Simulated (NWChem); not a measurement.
# B1B95-D3(0)/aug-cc-pVDZ/aug-cc-pVDZ-PP (core potential) run of C2H2ClGa (SMILES C#[C][GaH][Cl])

Aim: the solvation energy at fixed shape (SMD, dichloromethane) of C2H2ClGa at B1B95-D3(0)/aug-cc-pVDZ/aug-cc-pVDZ-PP (core potential), from 2 runs. 

The calculation is run with NWChem 7.3.0.

## 1. The molecule

C2H2ClGa has 6 atoms, charge 0, and is taken as a singlet. As SMILES, `C#[C][GaH][Cl]`. Geometry: relaxed at PBE0-D4/def2-TZVP.

Bond lengths: C1–C2 1.208 Å, C2–Ga3 1.900 Å, Ga3–Cl4 2.140 Å, C1–H5 1.067 Å, Ga3–H6 1.547 Å. Angles: C1–C2–Ga3 179.1°, C2–Ga3–Cl4 115.4°, C2–C1–H5 179.8°, C2–Ga3–H6 126.7°, Cl4–Ga3–H6 117.8°.

## 2. A single-point energy at B1B95-D3(0)/aug-cc-pVDZ/aug-cc-pVDZ-PP (core potential)

sp.nw

```
start sp
title "C2H2ClGa"
memory 2200 mb
charge 0
geometry units angstrom noautosym nocenter noautoz
 C      0.577800     1.057900    -1.454500
 C      0.247000     0.412500    -0.488700
 Ga    -0.252900    -0.587200     1.048000
 Cl    -1.745400    -2.085600     0.724100
 H      0.867100     1.625700    -2.309900
 H      0.306500    -0.423300     2.481100
end
basis spherical bse
 C library aug-cc-pVDZ
 Ga library aug-cc-pVDZ-PP
 Cl library aug-cc-pVDZ
 H library aug-cc-pVDZ
end
ecp bse
 Ga library aug-cc-pVDZ-PP
end
dft
 xc b1b95
 disp vdw 3
 grid xfine
 direct
 maxiter 200
 mulliken
end
task dft energy
```

Launch:

```sh
$ nwchem sp.nw > sp.out
```

Log:

```text
[...]
 **** WARNING Zero Coefficient **** on atom "              Ga"
 angular momentum value:-1  standard basis set name: "aug-cc-pVDZ-PP"
 input line that generated warning:
   435: 2       1.0000000              0.0000000
[...]
          Wavefunction type:  closed shell.
          No. of atoms     :     6
          No. of electrons :    52
[...]
          Charge           :     0
          Spin multiplicity:     1
[...]
          AO basis - number of functions:   123
[...]
              XC Information
              --------------
                        B1B95 Method XC Functional
                     Hartree-Fock (Exact) Exchange  0.280
                    Becke 1988 Exchange Functional  0.720
                         B95 Correlation Potential  1.000
[...]
 d= 0,ls=0.0,diis     1   -797.1433279943 -1.01D+03  3.55D-02  3.44D-01     9.1
[...]
 d= 0,ls=0.0,diis     9   -797.1961823509 -1.41D-07  1.49D-06  1.05D-08    67.8
         Total DFT energy =     -797.196182350927
      One electron energy =    -1618.289338291843
           Coulomb energy =      674.866306452301
    Exchange-Corr. energy =      -62.823830646887
 Nuclear repulsion energy =      209.052963379752
    Dispersion correction =       -0.002283244251
[...]
      Total Density - Mulliken Population Analysis
     ---------------------------------------------
    Atom       Charge   Shell Charges
 -----------   ------   -------------------------------------------------------
    1 C    6     4.57   2.02  0.69  0.38 -0.46  2.01 -0.23  0.18  0.03 -0.04
    2 C    6     6.85   2.02  0.67  1.50 -0.04  1.99  0.40  0.31  0.03 -0.02
    3 Ga  21    21.03   1.99 -0.02  0.91  0.24  0.02  6.02  1.25  0.34  0.00  9.93  0.33  0.02
    4 Cl  17    17.31   2.00  2.03  0.95  0.94  0.04  6.00  3.09  2.13  0.09  0.01  0.01
    5 H    1     1.43   0.75  0.76 -0.05  0.03 -0.06
    6 H    1     0.80   0.69  0.14 -0.06  0.01  0.02
[...]
```

It took 68 s on 1 thread of Intel Xeon 6975P-C (Granite Rapids), shared host; peak memory 0.14 GiB.

## 3. A single-point energy at B1B95-D3(0)/aug-cc-pVDZ/aug-cc-pVDZ-PP (core potential, SMD dichloromethane)

input.nw

```
start input
memory total 2200 mb
charge 0

geometry units angstroms noautosym nocenter noautoz
  C        0.577800       1.057900      -1.454500
  C        0.247000       0.412500      -0.488700
  Ga      -0.252900      -0.587200       1.048000
  Cl      -1.745400      -2.085600       0.724100
  H        0.867100       1.625700      -2.309900
  H        0.306500      -0.423300       2.481100
end

basis spherical bse
  * library aug-cc-pVDZ except Ga
  Ga library aug-cc-pVDZ-PP
end

ecp bse
  Ga library aug-cc-pVDZ-PP
end

cosmo
  do_cosmo_smd true
  solvent dcm
end

dft
  xc b1b95
  disp vdw 3
  grid xfine
  direct
  maxiter 200
  mulliken
  print medium
end

task dft energy
```

Launch:

```sh
$ nwchem input.nw > input.out
```

Log:

```text
[...]
 **** WARNING Zero Coefficient **** on atom "              Ga"
 angular momentum value:-1  standard basis set name: "aug-cc-pVDZ-PP"
 input line that generated warning:
   435: 2       1.0000000              0.0000000
[...]
          Wavefunction type:  closed shell.
          No. of atoms     :     6
          No. of electrons :    52
[...]
          Charge           :     0
          Spin multiplicity:     1
[...]
          AO basis - number of functions:   123
[...]
              XC Information
              --------------
                        B1B95 Method XC Functional
                     Hartree-Fock (Exact) Exchange  0.280
                    Becke 1988 Exchange Functional  0.720
                         B95 Correlation Potential  1.000
[...]
 d= 0,ls=0.0,diis     1   -797.1433279943 -1.01D+03  3.55D-02  3.44D-01     9.3
[...]
 d= 0,ls=0.0,diis     6   -797.2098492652 -6.30D-07  7.42D-06  1.80D-07   113.8
         Total DFT energy =     -797.209849265230
      One electron energy =    -1617.569200681100
           Coulomb energy =      674.674980838831
    Exchange-Corr. energy =      -62.830603220374
 Nuclear repulsion energy =      209.052963379752
    Dispersion correction =       -0.002283244251
[...]
      Total Density - Mulliken Population Analysis
     ---------------------------------------------
    Atom       Charge   Shell Charges
 -----------   ------   -------------------------------------------------------
    1 C    6     4.54   2.02  0.69  0.38 -0.48  2.01 -0.25  0.18  0.03 -0.04
    2 C    6     6.98   2.02  0.67  1.56 -0.01  1.98  0.39  0.35  0.03 -0.01
    3 Ga  21    20.91   1.99 -0.02  0.91  0.23  0.02  6.02  1.22  0.28  0.00  9.93  0.32  0.01
    4 Cl  17    17.37   2.00  2.03  0.95  0.94  0.05  6.00  3.10  2.17  0.11  0.01  0.01
    5 H    1     1.41   0.74  0.75 -0.05  0.04 -0.06
    6 H    1     0.80   0.70  0.13 -0.06  0.01  0.02
[...]
```

Wall time 1.9 min (1 thread of Intel Xeon 6975P-C (Granite Rapids), shared host); peak memory 0.14 GiB.

## 4. Summary of results

Level: B1B95-D3(0)/aug-cc-pVDZ/aug-cc-pVDZ-PP (core potential).

| quantity | value |
| --- | --- |
| gas phase: total energy | -797.19618 Eh |
| gas phase: dipole moment | 2.15 D |
| gas phase: HOMO energy | -8.49 eV |
| gas phase: LUMO energy | -1.85 eV |
| gas phase: HOMO–LUMO gap | 6.65 eV |
| gas phase: dispersion energy | -5.99 kJ/mol |
| SMD, dichloromethane: total energy | -797.20985 Eh |
| SMD, dichloromethane: dipole moment | 2.79 D |
| SMD, dichloromethane: HOMO energy | -8.44 eV |
| SMD, dichloromethane: LUMO energy | -1.28 eV |
| SMD, dichloromethane: HOMO–LUMO gap | 7.17 eV |
| SMD, dichloromethane: dispersion energy | -5.99 kJ/mol |
| SMD, dichloromethane: solvent term in the energy | -35.9 kJ/mol |
| energy change from gas to solvent at fixed shape | -0.372 eV |

**Reading.** The solvent model (SMD, dichloromethane) lowers the energy by 0.37 eV (−8.6 kcal/mol) at the same shape.
